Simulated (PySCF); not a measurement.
# AlSiNH5Br (SMILES [AlH2][NH][SiH2]Br) at 6 levels

We compute a comparison of 6 runs (HF/STO-3G, HF/def2-SVP, PBE0/6-31G**, PBE0/def2-SVP, B3LYP/def2-TZVP, BP86/def2-TZVP) of AlSiNH5Br. 

The calculation is run with PySCF 2.14.0.

1 further run of the same task is left out (for a known fault of the program).

**1. The structure to begin with**

The species is AlSiNH5Br (9 atoms), meant as a singlet with charge 0. SMILES: `[AlH2][NH][SiH2]Br`. The coordinates come from a PBE0-D4/def2-TZVP relaxation. This is one conformer, not always the lowest.

Bond lengths: Al1–N2 1.791 Å, N2–Si3 1.708 Å, Si3–Br4 2.236 Å, Al1–H5 1.578 Å, Al1–H6 1.581 Å, N2–H7 1.013 Å, Si3–H8 1.481 Å, Si3–H9 1.479 Å. Some angles: Al1–N2–Si3 128.4°, N2–Si3–Br4 112.4°, Al1–N2–H7 116.7°, Si3–N2–H7 114.7°, N2–Al1–H5 117.3°, N2–Al1–H6 117.2°, N2–Si3–H8 112.2°, N2–Si3–H9 108.3°, Br4–Si3–H8 104.9°, Br4–Si3–H9 106.9°.

**2. Energy and gradient at HF/STO-3G (run 1)**

The input, start.xyz:

```xyz
9
AlBrH5NSi
Al    -0.242800     1.795000    -0.064200
N     -0.062800     0.156300     0.634500
Si     0.026500    -1.341800    -0.181300
Br     2.116400    -2.130900    -0.284700
H     -0.422200     1.899400    -1.628900
H     -0.229800     3.015400     0.940200
H      0.077800     0.101800     1.635900
H     -0.747900    -2.400800     0.506000
H     -0.426600    -1.140700    -1.574700
```

The input, run.py:

```python
import pyscf.grad
from pyscf import gto, scf

mol = gto.M(
    atom='start.xyz',
    verbose=3,
    max_memory=1860,
    spin=0,
    charge=0,
    basis='sto-3g',
)

hf = scf.RHF(mol)
hf.conv_tol = 1e-10
hf.kernel()
if not hf.converged:
    hf = hf.newton().run(hf.mo_coeff, hf.mo_occ)

e_final = hf.e_tot
print('E = %.10f Eh' % e_final)
grad = hf.Gradients().kernel()
hf.analyze()
```

On the command line:

```
$ OMP_NUM_THREADS=1 python run.py
```

The program printed:

```text
converged SCF energy = -3126.03371967623
E = -3126.0337196762 Eh
--------------- RHF gradients ---------------
         x                y                z
0 Al     0.0009487856    -0.0097642771     0.0012599178
1 N     0.0045063468    -0.0311623723     0.0221024519
2 Si     0.0150894470     0.0175068793     0.0098426378
3 Br     0.0057089042    -0.0028677791     0.0002112415
4 H    -0.0052544749     0.0029206314    -0.0460163943
5 H     0.0004947625     0.0356830766     0.0303218529
6 H    -0.0006130527     0.0020193111    -0.0053329169
7 H    -0.0133729148    -0.0203929534     0.0150327195
8 H    -0.0075078036     0.0060574836    -0.0274215101
----------------------------------------------
**** MO energy ****
MO #1   energy= -484.394110380264  occ= 2
MO #2   energy= -68.0361433113767  occ= 2
MO #3   energy= -63.1237894355693  occ= 2
MO #4   energy= -57.8064540129092  occ= 2
MO #5   energy= -57.6733100403505  occ= 2
MO #6   energy= -57.6715133150943  occ= 2
MO #7   energy= -57.6714949358783  occ= 2
MO #8   energy= -15.1876098576503  occ= 2
MO #9   energy= -9.07734976201018  occ= 2
MO #10  energy= -6.82793207770664  occ= 2
MO #11  energy= -6.81720186547115  occ= 2
MO #12  energy= -6.81711889858323  occ= 2
MO #13  energy= -6.01304276671984  occ= 2
MO #14  energy= -4.73181766733652  occ= 2
MO #15  energy= -4.03902653660616  occ= 2
MO #16  energy= -4.03789207022601  occ= 2
MO #17  energy= -4.03767004323802  occ= 2
MO #18  energy= -2.9606698641044   occ= 2
MO #19  energy= -2.95922791716528  occ= 2
MO #20  energy= -2.95894545205169  occ= 2
MO #21  energy= -2.18298624972582  occ= 2
MO #22  energy= -2.17939213806493  occ= 2
MO #23  energy= -2.17930596397707  occ= 2
MO #24  energy= -2.16918226493628  occ= 2
MO #25  energy= -2.16918154938608  occ= 2
MO #26  energy= -1.02517427230092  occ= 2
MO #27  energy= -0.848103372648415 occ= 2
MO #28  energy= -0.649631472762552 occ= 2
MO #29  energy= -0.547938905197256 occ= 2
MO #30  energy= -0.483167840175038 occ= 2
MO #31  energy= -0.445495848548892 occ= 2
MO #32  energy= -0.40151319751163  occ= 2
MO #33  energy= -0.372834924770692 occ= 2
MO #34  energy= -0.350149819219703 occ= 2
MO #35  energy= -0.293397831319134 occ= 2
MO #36  energy= -0.288554291227182 occ= 2
MO #37  energy= -0.284781534601612 occ= 2
MO #38  energy= 0.329337812397565  occ= 0
MO #39  energy= 0.370723870195223  occ= 0
MO #40  energy= 0.424732632643527  occ= 0
MO #41  energy= 0.513718459644197  occ= 0
MO #42  energy= 0.539648248051983  occ= 0
MO #43  energy= 0.548172446425208  occ= 0
MO #44  energy= 0.668812679156612  occ= 0
MO #45  energy= 0.728109542852562  occ= 0
MO #46  energy= 0.803619322032161  occ= 0
 ** Mulliken atomic charges  **
charge of    0Al =      0.77461
charge of    1N =     -0.54895
charge of    2Si =      0.71444
charge of    3Br =     -0.28405
charge of    4H =     -0.23032
charge of    5H =     -0.23031
charge of    6H =      0.08748
charge of    7H =     -0.14292
charge of    8H =     -0.13998
Dipole moment(X, Y, Z, Debye): -2.39668,  1.70843,  0.59622
```

Run time: 3.3 s. Hardware: 1 thread of Arm Neoverse V1, shared host; peak memory 0.12 GiB.

**3. Energy and gradient at HF/def2-SVP (run 2)**

The input, run.py:

```python
from pyscf import gto

mol = gto.M(
    atom='''
Al    -0.242800     1.795000    -0.064200
N     -0.062800     0.156300     0.634500
Si     0.026500    -1.341800    -0.181300
Br     2.116400    -2.130900    -0.284700
H     -0.422200     1.899400    -1.628900
H     -0.229800     3.015400     0.940200
H      0.077800     0.101800     1.635900
H     -0.747900    -2.400800     0.506000
H     -0.426600    -1.140700    -1.574700
''',
    basis='def2-svp',
    max_memory=1860,
    spin=0,
    verbose=4,
    charge=0,
)

hf = mol.RHF()
hf.conv_tol = 1e-10
hf.kernel()
if not hf.converged:
    hf = hf.newton().run(hf.mo_coeff, hf.mo_occ)

e_final = hf.e_tot
print('E(%s) = %.9f' % ('HF', e_final))
grad = hf.nuc_grad_method().kernel()
hf.analyze()
```

On the command line:

```
$ OMP_NUM_THREADS=1 python run.py
```

The program printed:

```text
PySCF version 2.14.0

[... 79 lines left out ...]
Total Energy =                       -3160.207653486483196
[... 15 lines left out ...]
MO #9   energy= -9.81292505308015  occ= 2
[... 13 lines left out ...]
MO #23  energy= -3.1667793740018   occ= 2
[... 13 lines left out ...]
MO #37  energy= -0.404481859582616 occ= 2
[... 13 lines left out ...]
MO #51  energy= 0.476042000926165  occ= 0
[... 13 lines left out ...]
MO #65  energy= 0.752626514694427  occ= 0
[... 13 lines left out ...]
MO #79  energy= 1.20506193362296   occ= 0
[... 13 lines left out ...]
MO #93  energy= 2.29295619956138   occ= 0
[... 13 lines left out ...]
MO #107 energy= 4.15868909879438   occ= 0
[... 119 lines left out ...]
Dipole moment(X, Y, Z, Debye): -1.62887,  1.24855,  1.05204
```

It took 11 s on 1 thread of Arm Neoverse V1, shared host; peak memory 0.24 GiB.

Runs 3 to 5 aren't shown in full; the table further down has their settings and results.

**4. Energy and gradient at BP86/def2-TZVP (run 6)**

The input, run.py:

```python
from pyscf import gto, dft

molecule = gto.Mole()
molecule.atom = '''
Al  -0.242800   1.795000  -0.064200
N   -0.062800   0.156300   0.634500
Si   0.026500  -1.341800  -0.181300
Br   2.116400  -2.130900  -0.284700
H   -0.422200   1.899400  -1.628900
H   -0.229800   3.015400   0.940200
H    0.077800   0.101800   1.635900
H   -0.747900  -2.400800   0.506000
H   -0.426600  -1.140700  -1.574700
'''
molecule.max_memory = 1860
molecule.charge = 0
molecule.spin = 0
molecule.basis = 'def2-tzvp'
molecule.verbose = 4
molecule.build()

mf = dft.RKS(molecule, xc='bp86')
mf.conv_tol = 1e-10
mf.grids.level = 5
mf.kernel()
if not mf.converged:
    mf = mf.newton().run(mf.mo_coeff, mf.mo_occ)

e_tot = mf.e_tot
print('Final energy', e_tot)
grad = mf.nuc_grad_method().kernel()
dip = mf.dip_moment()
pop, q = mf.mulliken_pop()
```

On the command line:

```
$ OMP_NUM_THREADS=1 python run.py
```

The program printed:

```text
PySCF version 2.14.0

[... 80 lines left out ...]
converged SCF energy = -3164.2962294207
Final energy -3164.296229420696
[... 12 lines left out ...]
Dipole moment(X, Y, Z, Debye): -1.25226,  1.02081,  1.04405
[... 193 lines left out ...]
charge of    8H =     -0.01871
```

It took 2.2 min on 1 thread of Arm Neoverse V1, shared host; peak memory 2.6 GiB.

**5. All runs side by side**

```csv
run,level,integration grid,energy (Eh),dipole moment (D),HOMO energy (eV),LUMO energy (eV),wall time
1,HF/STO-3G,–,-3126.033720,3.00,-7.75,8.96,3.3 s
2,HF/def2-SVP,–,-3160.207653,2.31,-11.01,1.68,11 s
3,PBE0/6-31G** (spherical functions),5,-3162.984428,2.32,-8.02,-1.15,58 s
4,PBE0/def2-SVP,5,-3162.802747,2.05,-8.01,-1.11,46 s
5,B3LYP/def2-TZVP,5,-3164.053868,1.99,-7.85,-1.40,2.4 min
6,BP86/def2-TZVP,5,-3164.296229,1.92,-6.96,-2.00,2.2 min
```

**6. What came out**

```
                       quantity           value
            run 6: total energy  -3164.29623 Eh
           run 6: dipole moment          1.92 D
             run 6: HOMO energy        -6.96 eV
             run 6: LUMO energy        -2.00 eV
           run 6: HOMO–LUMO gap         4.96 eV
run 6: largest force on an atom      0.420 eV/Å
```

What this shows: The dipole moment (its size) runs from 1.92 D (BP86/def2-TZVP) to 3.00 D (HF/STO-3G). The two ends differ in method and basis. The HOMO–LUMO gap runs from 4.96 eV (BP86/def2-TZVP) to 16.71 eV (HF/STO-3G). Totals of different functionals can't be ranked against each other. In run 1 the basis is minimal, so the values are rough. All runs together took 6.6 min, the longest 2.4 min.
